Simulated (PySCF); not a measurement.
# CoN(OH)2: structure of the quintet

The task is one start of a wider search on CoN(OH)2: the quintet, from a T-shaped (ligand arrangement 1) start. It is relaxed, tested by its Hessian and followed downhill if it is a saddle.

The runs use PySCF 2.14.0; PBE0, basis Co def2-TZVP, N def2-TZVP, O def2-TZVP, H def2-TZVP, no relativity, density fitting.

**1. The starting structure**

6 atoms, charge 0, spin multiplicity 5.

Bond lengths: Co1–N2 1.630 Å, Co1–O3 1.740 Å, Co1–O4 1.740 Å, O3–H5 0.960 Å, O4–H6 0.960 Å. Angles: N2–Co1–O3 88.0°, N2–Co1–O4 88.0°, O3–Co1–O4 176.0°, Co1–O3–H5 130.0°, Co1–O4–H6 130.0°.

```xyz
6
charge 0 multiplicity 5
Co    0.0000    0.0000    0.0000
N     0.0000    0.0000    1.6300
O     1.7389    0.0000    0.0607
O    -1.7389    0.0000    0.0607
H     2.3556   -0.7354    0.0823
H    -2.3556    0.7354    0.0823
```

**2. First SCF at the start**

The steps below are one call of a driver around PySCF. For each, scf.py gives the equivalent set-up of the SCF; relaxations use the driver's own optimiser. After this first run the driver tries any further starts and a stability analysis.

File scf.py:

```python
from pyscf import gto, scf, dft
mol = gto.M(atom='''
Co     0.000000     0.000000     0.000000
N      0.000000     0.000000     1.630000
O      1.738900     0.000000     0.060700
O     -1.738900     0.000000     0.060700
H      2.355600    -0.735400     0.082300
H     -2.355600     0.735400     0.082300''',
    basis={'Co': 'def2-TZVP', 'N': 'def2-TZVP', 'O': 'def2-TZVP', 'H': 'def2-TZVP'},
    charge=0, spin=4)
mf = dft.UKS(mol, xc='PBE0')
mf.grids.atom_grid = (50, 194)
aux = {'Co': 'def2-universal-JKFIT', 'N': 'def2-universal-JKFIT', 'O': 'def2-universal-JKFIT', 'H': 'def2-universal-JKFIT'}
mf = mf.density_fit(auxbasis=aux)
mf.conv_tol = 1e-08
mf.diis_space = 10
mf.max_cycle = 60
mf.init_guess = 'minao'
mf.verbose = 4
mf.kernel()
```

Run with:

```
$ OMP_NUM_THREADS=4 python axn.py task.json out
```

Standard output, cut to the lines that bear on the results:

```text
[... the frontier levels of the middle cycles are left out ...]
init E= -1587.72650715176
[... the frontier-level lines of each cycle are left out ...]
cycle= 1 E= -1570.90916086524  delta_E= 16.8  |g|= 5.68  |ddm|= 12.8
cycle= 2 E= -1496.0196716282  delta_E= 74.9  |g|= 16.5  |ddm|= 17.8
cycle= 3 E= -1557.41295043156  delta_E= -61.4  |g|= 10.9  |ddm|=  7.9
cycle= 4 E= -1567.53569181213  delta_E= -10.1  |g|= 9.07  |ddm|= 2.64
cycle= 5 E= -1573.50975594056  delta_E= -5.97  |g|= 7.47  |ddm|= 4.36
cycle= 6 E= -1578.22103801608  delta_E= -4.71  |g|= 6.21  |ddm|= 3.66
cycle= 7 E= -1579.22543741201  delta_E=   -1  |g|= 5.41  |ddm|= 2.42
cycle= 8 E= -1586.81694597116  delta_E= -7.59  |g|= 2.77  |ddm|= 3.19
cycle= 9 E= -1586.90218640918  delta_E= -0.0852  |g|=  2.5  |ddm|= 1.03
cycle= 10 E= -1587.07102750853  delta_E= -0.169  |g|= 2.43  |ddm|= 0.24
cycle= 11 E= -1587.20929600582  delta_E= -0.138  |g|= 2.34  |ddm|= 0.0987
cycle= 12 E= -1576.60900458986  delta_E= 10.6  |g|= 5.23  |ddm|= 8.38
cycle= 13 E= -1586.97105948768  delta_E= -10.4  |g|= 2.58  |ddm|= 8.41
cycle= 14 E= -1587.35460750163  delta_E= -0.384  |g|= 2.23  |ddm|= 0.296
[... 24 cycles left out ...]
cycle= 39 E= -1588.6785346401  delta_E= 9.47e-05  |g|= 0.00198  |ddm|= 0.0461
cycle= 40 E= -1588.67847463512  delta_E= 6e-05  |g|= 0.00357  |ddm|= 0.0334
cycle= 41 E= -1588.67846499799  delta_E= 9.64e-06  |g|= 0.00105  |ddm|= 0.0109
cycle= 42 E= -1588.67845577983  delta_E= 9.22e-06  |g|= 0.00102  |ddm|= 0.00716
cycle= 43 E= -1588.67843392824  delta_E= 2.19e-05  |g|= 0.000755  |ddm|= 0.0203
cycle= 44 E= -1588.6784216139  delta_E= 1.23e-05  |g|= 0.000549  |ddm|= 0.0142
cycle= 45 E= -1588.67840539296  delta_E= 1.62e-05  |g|= 0.000788  |ddm|= 0.0263
cycle= 46 E= -1588.67839997471  delta_E= 5.42e-06  |g|= 0.000645  |ddm|= 0.0166
cycle= 47 E= -1588.67839918714  delta_E= 7.88e-07  |g|= 0.000182  |ddm|= 0.00569
cycle= 48 E= -1588.67839922277  delta_E= -3.56e-08  |g|= 0.000341  |ddm|= 0.000781
cycle= 49 E= -1588.67839890465  delta_E= 3.18e-07  |g|= 8.85e-05  |ddm|= 0.00348
cycle= 50 E= -1588.67839865413  delta_E= 2.51e-07  |g|= 6.91e-05  |ddm|= 0.00419
cycle= 51 E= -1588.67839863355  delta_E= 2.06e-08  |g|= 4.09e-05  |ddm|= 0.00106
cycle= 52 E= -1588.67839863182  delta_E= 1.73e-09  |g|= 2.05e-05  |ddm|= 0.000227
Extra cycle  E= -1588.67839863222  delta_E= -4e-10  |g|= 5.13e-05  |ddm|= 4.62e-05
converged SCF energy = -1588.67839863222  <S^2> = 6.0214985  2S+1 = 5.008592
```

This step, with its further starts and checks, needed 50 s of wall time on 4 threads of Arm Neoverse V1, shared host.

Energies from each starting density:

```tsv
start	energy (Eh)
the minimal-basis guess	-1588.678399
a thermally smeared density	-1588.685185
a smeared PBE density	-1588.685185
```

The first run landed in a state that is too high. Following the other starts and the instabilities gains 17.8 kJ/mol (-1588.68518 Eh), and the work goes on from there.

**3. Relaxing the quintet from the T-shaped (ligand arrangement 1) start**

The program finds C2 symmetry in the start, which this walk keeps.

scf.py, as its differences from that of step 2:

```diff
@@ -3,6 +3,6 @@
-Co     0.000000     0.000000     0.000000
-N      0.000000     0.000000     1.630000
-O      1.738900     0.000000     0.060700
-O     -1.738900     0.000000     0.060700
-H      2.355600    -0.735400     0.082300
-H     -2.355600     0.735400     0.082300''',
+Co     0.000000     0.000000    -0.233143
+N      0.000000     0.000000     1.396857
+O      1.738900    -0.000000    -0.172443
+O     -1.738900     0.000000    -0.172443
+H      2.355600    -0.735400    -0.150843
+H     -2.355600     0.735400    -0.150843''',
@@ -18 +17,0 @@
-mf.init_guess = 'minao'
```

Energy and gradient, step by step:

```tsv
step	energy (Eh)	change (kJ/mol)	largest symmetric gradient (Eh/bohr)
0	-1588.685185	0.00	0.07282
1	-1588.696930	-30.84	0.02572
2	-1588.701820	-43.67	0.00635
3	-1588.702833	-46.34	0.01078
4	-1588.703217	-47.34	0.00577
5	-1588.703440	-47.93	0.00489
6	-1588.703519	-48.14	0.00272
7	-1588.703601	-48.35	0.00154
8	-1588.703616	-48.39	0.00150
9	-1588.703629	-48.42	0.00066
10	-1588.703631	-48.43	0.00024
```

The walk took 59 s.

Positions (Å) and forces (eV/Å) along the way:

```
step 0
Co   0.000   0.000  -0.233   0.000   0.000  -2.240
N    0.000   0.000   1.397   0.000   0.000   3.745
O    1.739   0.000  -0.172   0.291   0.210  -0.883
O   -1.739   0.000  -0.172  -0.291  -0.210  -0.883
H    2.356  -0.735  -0.151  -0.240  -0.081   0.130
H   -2.356   0.735  -0.151   0.240   0.081   0.130
step 1
Co   0.000   0.000  -0.235   0.000   0.000  -0.295
N    0.000   0.000   1.476   0.000   0.000   1.323
O    1.740   0.009  -0.245   0.240  -0.080  -0.553
O   -1.740  -0.009  -0.245  -0.240   0.080  -0.553
H    2.340  -0.737  -0.117  -0.386   0.180   0.040
H   -2.340   0.737  -0.117   0.386  -0.180   0.040
step 5
Co   0.000   0.000  -0.135   0.000   0.000   0.252
N    0.000   0.000   1.661   0.000   0.000  -0.170
O    1.720   0.032  -0.358  -0.089   0.059  -0.031
O   -1.720  -0.032  -0.358   0.089  -0.059  -0.031
H    2.262  -0.730  -0.147   0.048  -0.062  -0.009
H   -2.262   0.730  -0.147  -0.048   0.062  -0.009
step 10
Co   0.000   0.000  -0.077   0.000   0.000  -0.004
N    0.000   0.000   1.709   0.000   0.000  -0.006
O    1.713   0.043  -0.342   0.010  -0.005   0.008
O   -1.713  -0.043  -0.342  -0.010   0.005   0.008
H    2.258  -0.737  -0.216  -0.012   0.008  -0.003
H   -2.258   0.737  -0.216   0.012  -0.008  -0.003
```

After 10 steps and 48.4 kJ/mol it ends at C2: Co–N 1.786 Å, Co–O 1.734 Å (×2), O–H 0.960 Å (×2); Co–O–H 121.4° (×2), N–Co–O 98.8° (×2), O–Co–O 162.4°.

**4. Hessian and properties**

The point is checked on the finer grid, and tightened if its gradient asks for it. The Hessian and the dipole derivatives come from central differences of analytic gradients, with steps of 0.02 bohr.

scf.py, as its differences from that of step 3:

```diff
@@ -3,6 +3,6 @@
-Co     0.000000     0.000000    -0.233143
-N      0.000000     0.000000     1.396857
-O      1.738900    -0.000000    -0.172443
-O     -1.738900     0.000000    -0.172443
-H      2.355600    -0.735400    -0.150843
-H     -2.355600     0.735400    -0.150843''',
+Co     0.000000     0.000000    -0.150114
+N      0.000000     0.000000     1.634955
+O      1.713837     0.046473    -0.412114
+O     -1.713837    -0.046473    -0.412114
+H      2.254753    -0.738614    -0.297268
+H     -2.254753     0.738614    -0.297268''',
@@ -12 +12 @@
-mf.grids.atom_grid = (50, 194)
+mf.grids.atom_grid = (75, 302)
@@ -15 +15 @@
-mf.conv_tol = 1e-08
+mf.conv_tol = 1e-10
```

This SCF starts from the last density.

Log of the central SCF (cycles and frontier levels):

```text
init E= -1588.70354605715
[... the frontier-level lines of each cycle are left out ...]
cycle= 1 E= -1588.70354605699  delta_E= 1.58e-10  |g|= 2.62e-05  |ddm|= 1.11e-05
cycle= 2 E= -1588.70354605363  delta_E= 3.36e-09  |g|= 0.000122  |ddm|= 4.98e-05
cycle= 3 E= -1588.70354605715  delta_E= -3.52e-09  |g|= 2.83e-06  |ddm|= 4.05e-05
cycle= 4 E= -1588.70354605715  delta_E= 9.09e-13  |g|= 4.85e-07  |ddm|= 1.56e-06
Extra cycle  E= -1588.70354605715  delta_E= 4.55e-13  |g|= 1.04e-06  |ddm|= 1.38e-06
converged SCF energy = -1588.70354605715  <S^2> = 6.0204094  2S+1 = 5.0081571
```

The whole step took 3.9 min.

Geometry: C2; Co–N 1.785 Å, Co–O 1.734 Å (×2), O–H 0.960 Å (×2); Co–O–H 121.1° (×2), N–Co–O 98.7° (×2), O–Co–O 162.6°.

Modes, for the most abundant isotopes:

```
symmetry  ω (cm⁻¹)  IR (km/mol)  μ (u)
       b      205i         42.9   1.31
       a       170          0.2   4.60
       b       198          7.0   7.42
       b       207         16.0   3.76
       a       347          149   1.27
       a       612         28.9   5.74
       a       647         17.9   9.47
       a       702          4.2   1.23
       b       719          296   1.42
       b       796         94.2   5.00
       b      3886          253   1.07
       a      3889          3.3   1.07
```

μ is the mass of the mode for normalised Cartesian displacements, not the reduced mass of the usual diatomic formula.

1 mode is imaginary, the largest at 205i cm⁻¹: a saddle point, not a minimum.

Properties at this point:

| Item | Value |
| --- | --- |
| Dipole moment | 1.15 D |
| Highest occupied level | -8.19 eV |
| Lowest empty level | -3.69 eV |
| Rotational constants | 0.3702, 0.16, 0.1135 cm⁻¹ |
| Zero-point energy (real modes) | 72.8 kJ/mol |
| Principal polarisabilities | 25.9, 46.9, 59.8 bohr³ |
| Atomisation energy without zero-point energy | 1663 kJ/mol |
| Principal traceless quadrupole moments about the centre of mass | -7.81, -5.37, 13.18 D Å |
| Spin squared ⟨S²⟩ | 6.020 |

Charges (e) and bond orders:

```json
{"atom": "Co1", "Mulliken": "0.75", "Löwdin": "0.22", "polar tensor": "0.95", "spin (Mulliken)": "1.85", "Mayer order to Co1": "–"}
{"atom": "N2", "Mulliken": "-0.18", "Löwdin": "-0.02", "polar tensor": "0.01", "spin (Mulliken)": "1.83", "Mayer order to Co1": "1.20"}
{"atom": "O3,4", "Mulliken": "-0.62", "Löwdin": "-0.27", "polar tensor": "-0.77", "spin (Mulliken)": "0.16", "Mayer order to Co1": "0.98"}
{"atom": "H5,6", "Mulliken": "0.33", "Löwdin": "0.17", "polar tensor": "0.29", "spin (Mulliken)": "0.00", "Mayer order to Co1": "0.01"}
```

Outer orbital energies (eV). α occupied: -11.14, -10.13, -10.04, -9.23, -9.06, -8.77, -8.69, -8.50; empty: -3.35, -0.12, 1.46, 2.76. β occupied: -13.57, -10.88, -9.97, -9.56, -9.27, -9.03, -8.93, -8.19; empty: -3.69, -2.64, -2.47, -2.12.

Mulliken populations on Co1: s 6.53, p 12.32, d 7.40, f 0.00.

**5. Following the imaginary mode**

The atoms are moved a little along the softest imaginary mode and relaxed again.

The program finds C1 symmetry in the start. Threshold on the gradient: 0.0003 Eh/bohr, with a further test on the energy change.

scf.py, as its differences from that of step 4:

```diff
@@ -3,6 +3,6 @@
-Co     0.000000     0.000000    -0.150114
-N      0.000000     0.000000     1.634955
-O      1.713837     0.046473    -0.412114
-O     -1.713837    -0.046473    -0.412114
-H      2.254753    -0.738614    -0.297268
-H     -2.254753     0.738614    -0.297268''',
+Co     0.002160    -0.005551    -0.152592
+N     -0.016095     0.009329     1.632476
+O      1.717896     0.054093    -0.412798
+O     -1.709777    -0.038853    -0.416387
+H      2.238995    -0.762078    -0.416370
+H     -2.270512     0.715150    -0.183123''',
@@ -12 +12 @@
-mf.grids.atom_grid = (75, 302)
+mf.grids.atom_grid = (50, 194)
@@ -15 +15 @@
-mf.conv_tol = 1e-10
+mf.conv_tol = 1e-08
```

Steps of the walk:

```tsv
step	energy (Eh)	change (kJ/mol)	largest gradient (Eh/bohr)
0	-1588.703615	0.00	0.00665
1	-1588.703775	-0.42	0.00108
2	-1588.703821	-0.54	0.00097
3	-1588.703687	-0.19	0.01035
4	-1588.703906	-0.76	0.00180
5	-1588.703939	-0.85	0.00266
6	-1588.703967	-0.92	0.00636
7	-1588.704007	-1.03	0.00423
8	-1588.704034	-1.10	0.00315
9	-1588.704116	-1.32	0.00122
10	-1588.704134	-1.36	0.00132
11	-1588.704159	-1.43	0.00158
12	-1588.704199	-1.53	0.00138
13	-1588.704214	-1.57	0.00064
14	-1588.704218	-1.59	0.00068
15	-1588.704221	-1.59	0.00026
```

The walk took 96 s.

Geometry (Å) and forces (eV/Å) at some steps:

```
step 0
Co   0.002  -0.006  -0.153   0.019  -0.037   0.029
N   -0.016   0.009   1.632  -0.031   0.014  -0.016
O    1.718   0.054  -0.413   0.244  -0.332  -0.007
O   -1.710  -0.039  -0.416  -0.251   0.336   0.089
H    2.239  -0.762  -0.416  -0.214   0.343  -0.013
H   -2.271   0.715  -0.183   0.233  -0.323  -0.082
step 1
Co   0.003  -0.016  -0.152   0.004   0.005   0.022
N   -0.025   0.019   1.632  -0.042   0.012  -0.018
O    1.721   0.050  -0.406  -0.021   0.022   0.000
O   -1.710  -0.031  -0.425   0.056  -0.039  -0.014
H    2.239  -0.758  -0.425   0.032  -0.033  -0.022
H   -2.265   0.709  -0.173  -0.028   0.032   0.032
step 8
Co   0.014  -0.042  -0.141   0.053   0.035   0.047
N   -0.110   0.076   1.631  -0.035   0.004  -0.032
O    1.739   0.036  -0.360   0.101  -0.100  -0.026
O   -1.687  -0.019  -0.462  -0.162   0.144   0.067
H    2.255  -0.763  -0.503  -0.055   0.075   0.004
H   -2.248   0.683  -0.113   0.099  -0.160  -0.060
step 15
Co   0.038  -0.017  -0.138  -0.003   0.004   0.001
N   -0.179   0.128   1.614   0.006   0.005  -0.003
O    1.776   0.015  -0.310  -0.011  -0.012   0.006
O   -1.657   0.014  -0.496  -0.007   0.005   0.002
H    2.241  -0.785  -0.567   0.013   0.004  -0.003
H   -2.257   0.618  -0.052   0.001  -0.005  -0.003
```

It settles in C1 symmetry, 1.6 kJ/mol below the start, after 15 steps: Co–N 1.772 Å, Co–O 1.733 Å, Co–O 1.747 Å, O–H 0.960 Å (×2); Co–O–H 119.5°, Co–O–H 121.8°, N–Co–O 94.8°, N–Co–O 102.6°, O–Co–O 162.3°.

**6. Vibrations and properties at this point**

The same treatment as at the point before.

scf.py, as its differences from that of step 5:

```diff
@@ -3,6 +3,6 @@
-Co     0.002160    -0.005551    -0.152592
-N     -0.016095     0.009329     1.632476
-O      1.717896     0.054093    -0.412798
-O     -1.709777    -0.038853    -0.416387
-H      2.238995    -0.762078    -0.416370
-H     -2.270512     0.715150    -0.183123''',
+Co     0.022478    -0.027331    -0.145648
+N     -0.195049     0.123495     1.605385
+O      1.761237    -0.001843    -0.307850
+O     -1.671384     0.007214    -0.508461
+H      2.228184    -0.793585    -0.586001
+H     -2.274665     0.603167    -0.058120''',
@@ -12 +12 @@
-mf.grids.atom_grid = (50, 194)
+mf.grids.atom_grid = (75, 302)
@@ -15 +15 @@
-mf.conv_tol = 1e-08
+mf.conv_tol = 1e-10
```

SCF at the final geometry:

```text
init E= -1588.70414066398
[... the frontier-level lines of each cycle are left out ...]
cycle= 1 E= -1588.70414066395  delta_E= 2.98e-11  |g|= 1.1e-05  |ddm|= 8.46e-06
cycle= 2 E= -1588.70414066364  delta_E= 3.16e-10  |g|= 3.33e-05  |ddm|= 2.08e-05
cycle= 3 E= -1588.70414066398  delta_E= -3.38e-10  |g|= 1.09e-05  |ddm|= 1.56e-05
cycle= 4 E= -1588.70414066401  delta_E= -3.59e-11  |g|= 9.03e-07  |ddm|= 3.87e-06
Extra cycle  E= -1588.704140664  delta_E= 7.5e-12  |g|= 1.88e-06  |ddm|= 2.6e-06
converged SCF energy = -1588.704140664  <S^2> = 6.0283021  2S+1 = 5.0113081
```

The whole step needed 5.9 min of wall time on 4 threads of Arm Neoverse V1, shared host.

Geometry: C1; Co–N 1.771 Å, Co–O 1.733 Å, Co–O 1.746 Å, O–H 0.960 Å (×2); Co–O–H 119.9°, Co–O–H 121.9°, N–Co–O 94.9°, N–Co–O 102.3°, O–Co–O 162.5°.

Modes, for the most abundant isotopes:

```csv
symmetry,ω (cm⁻¹),IR (km/mol)
a,138,41.7
a,163,6.2
a,170,17.9
a,217,17.0
a,346,137
a,621,13.0
a,625,35.0
a,693,39.8
a,751,317
a,795,43.0
a,3884,195
a,3888,38.9
```

All wavenumbers are real: a minimum.

Properties at this point:

```
Dipole moment                                                   : 1.40 D
Highest occupied level                                          : -8.25 eV
Lowest empty level                                              : -3.69 eV
Rotational constants                                            : 0.3793, 0.1589, 0.1133 cm⁻¹
Zero-point energy                                               : 73.5 kJ/mol
Principal polarisabilities                                      : 25.2, 46.1, 59.0 bohr³
Atomisation energy without zero-point energy                    : 1665 kJ/mol
Principal traceless quadrupole moments about the centre of mass : -8.58, -3.61, 12.19 D Å
Entropy at 298.15 K and 1 bar (electronic part: spin only)      : 337.5 J/(mol K)
Heat capacity Cp at 298.15 K                                    : 88.8 J/(mol K)
Enthalpy at 298.15 K above 0 K                                  : 18.79 kJ/mol
Rotational symmetry number                                      : 1
Spin squared ⟨S²⟩                                               : 6.028
```

Populations by atom (charges in e):

```json
{"atom": "Co1", "Mulliken": "0.77", "Löwdin": "0.25", "polar tensor": "1.02", "spin (Mulliken)": "1.93", "Mayer order to Co1": "–"}
{"atom": "N2", "Mulliken": "-0.19", "Löwdin": "-0.02", "polar tensor": "-0.03", "spin (Mulliken)": "1.78", "Mayer order to Co1": "1.23"}
{"atom": "O3", "Mulliken": "-0.63", "Löwdin": "-0.29", "polar tensor": "-0.83", "spin (Mulliken)": "0.14", "Mayer order to Co1": "0.98"}
{"atom": "O4", "Mulliken": "-0.61", "Löwdin": "-0.26", "polar tensor": "-0.73", "spin (Mulliken)": "0.15", "Mayer order to Co1": "0.98"}
{"atom": "H5", "Mulliken": "0.33", "Löwdin": "0.16", "polar tensor": "0.28", "spin (Mulliken)": "0.00", "Mayer order to Co1": "0.02"}
{"atom": "H6", "Mulliken": "0.34", "Löwdin": "0.17", "polar tensor": "0.28", "spin (Mulliken)": "0.00", "Mayer order to Co1": "0.01"}
```

Outer orbital energies (eV). α occupied: -11.26, -10.25, -10.00, -9.44, -9.16, -8.65, -8.62, -8.46; empty: -3.38, -0.18, 1.53, 2.75. β occupied: -13.49, -10.94, -10.00, -9.53, -9.31, -9.16, -8.98, -8.25; empty: -3.69, -3.00, -2.34, -2.06.

Mulliken populations on Co1: s 6.51, p 12.33, d 7.39, f 0.00.

**7. The points found, side by side**

| spin | group | bonds | imaginary modes (cm⁻¹) | ΔE (kJ/mol) | with zero-point energy |
| --- | --- | --- | --- | --- | --- |
| quintet | C1 | Co–N 1.771 Å, Co–O 1.733 Å, Co–O 1.746 Å, O–H 0.960 Å (×2) | none | 0.0 | 0.0 |
| quintet | C2 | Co–N 1.785 Å, Co–O 1.734 Å (×2), O–H 0.960 Å (×2) | 205i | 1.6 | – |

**8. Results**

| quantity | value |
| --- | --- |
| minimum | quintet, C1 |
| geometry | Co–N 1.771 Å, Co–O 1.733 Å, Co–O 1.746 Å, O–H 0.960 Å (×2); Co–O–H 119.9°, Co–O–H 121.9°, N–Co–O 94.9°, N–Co–O 102.3°, O–Co–O 162.5° |
| wavenumbers (cm⁻¹) | 138 (a), 163 (a), 170 (a), 217 (a), 346 (a), 621 (a), 625 (a), 693 (a), 751 (a), 795 (a), 3884 (a), 3888 (a) |
| dipole moment | 1.40 D |
| highest occupied, lowest empty level (either spin) | -8.25, -3.69 eV |
| polar-tensor charge of Co1 | +1.02 e |
| zero-point energy | 73.5 kJ/mol |
| entropy at 298.15 K | 337.5 J/(mol K) |
| atomisation energy (no zero-point energy) | 1665 kJ/mol |
| ⟨S²⟩ | 6.028 |

**Reading.** The T-shaped (ligand arrangement 1) start ends in a minimum without symmetry. In the infrared the band at 751 cm⁻¹ (a) leads. The first SCF alone would have been 18 kJ/mol too high. Other starts or spin states, not run here, may lie lower. One determinant may miss the lowest occupation of an open d or f shell.

The search up to here took 13 min.
